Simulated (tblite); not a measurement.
# GaH6NO3Si: the cost of one run

Programs: tblite 0.8.0 and PySCF 2.14.0. All values are calculated, for the isolated system unless a continuum is named. Atoms count from 0, parts from 1.

## 1. Starting point

12 atoms, charge 0, multiplicity 1; geometry: distance geometry start.

## 2. Geometry optimisation with GFN2-xTB

What the job is given:

```
{"job": {"kind": "relax", "xc": "GFN2-xTB", "basis": "xTB"}, "charge": 0, "multiplicity": 1}
O      2.864631     0.261348     0.779050
Ga     1.704353    -1.065592     1.399857
O      0.708393    -0.645989     2.932031
O      0.801018    -2.082537     0.076256
Si    -0.890269    -1.842051    -0.381208
N     -1.131735    -0.211266    -1.101731
H      2.732924     0.821432    -0.031502
H     -0.021303    -0.018670     2.979209
H     -1.262497    -2.858299    -1.301582
H     -1.702837    -1.974339     0.791405
H     -2.105079     0.152416    -1.107039
H     -0.567583     0.005759    -1.910088
```

Method: GFN2-xTB geometry optimisation, gas phase.

On the command line:

```console
> OMP_NUM_THREADS=1 python cluster_run.py task.json out
```

One launch serves the whole session: the jobs run in the order shown.

**Question.** How long does this first job take on 1 thread of Arm Neoverse N1, shared host?

About 2.6 s.
